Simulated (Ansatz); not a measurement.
# CaPb: the cost of one run

Computed with Ansatz 0.2.0 (DFT PBEsol, all-electron LAPW and all-electron PAW on datasets made for the crystal («crystal datasets»), scalar-relativistic unless said, unless a step's input says otherwise).

### Step 1. The system as given

Symmetry: P4/mmm, No. 123, tetragonal system. The conventional cell has a = 3.533 Å, b = 3.533 Å, c = 4.579 Å, α = 90.00°, β = 90.00°, γ = 90.00°. Ca (site symmetry 4/mmm) has 8 Pb at 3.39 Å and 4 Ca at 3.53 Å as nearest neighbours. Pb (site symmetry 4/mmm) is surrounded by 8 Ca at 3.39 Å and 4 Pb at 3.53 Å.

Coordinates:

```cif
data_structure
_symmetry_space_group_name_H-M 'P4/mmm'
_symmetry_Int_Tables_number 123
_cell_length_a 3.5333
_cell_length_b 3.5333
_cell_length_c 4.5789
_cell_angle_alpha 90.000
_cell_angle_beta 90.000
_cell_angle_gamma 90.000
_cell_volume 57.16
loop_
_atom_site_label
_atom_site_type_symbol
_atom_site_symmetry_multiplicity
_atom_site_Wyckoff_symbol
_atom_site_fract_x
_atom_site_fract_y
_atom_site_fract_z
_atom_site_occupancy
Ca1 Ca 1 a 0.00000 0.00000 0.00000 1
Pb1 Pb 1 d 0.50000 0.50000 0.50000 1
```

Cartesian axes are those of the input's lattice vectors. The structure goes back to a database entry.

### Step 2. Reference run, LAPW

The input, input.yaml:

```yaml
crystal:
  lattice:
    - [3.53326234264, 0.0, 0.0]
    - [0.0, 3.53326234264, 0.0]
    - [0.0, 0.0, 4.57887164042]
  atoms:
    - { symbol: Ca, position: [0.0, 0.0, 0.0] }
    - { symbol: Pb, position: [0.5, 0.5, 0.5] }
kpoints:
  mp_grid: { grid: [12, 12, 10] }
scf:
  occupations: { method: fermi_dirac, width: 0.1 }
hamiltonian:
  xc: pbesol
  pseudopotentials: { kind: all_electron, lapw: { basis_error: 0.001 } }
elastic:
  mode: relaxed_ion
  stencil: four_point
  amplitude: 0.008
```

Run with:

```sh
> ansatz run input.yaml --threads 1 --pin off --max-ram 2560MiB --backend cpu --events-out ev --progress --plain --runs-dir out
```

What time and memory should one allow on 1 thread of Arm Neoverse V1, shared host?

About 19 min, with a peak of 1.2 GiB.
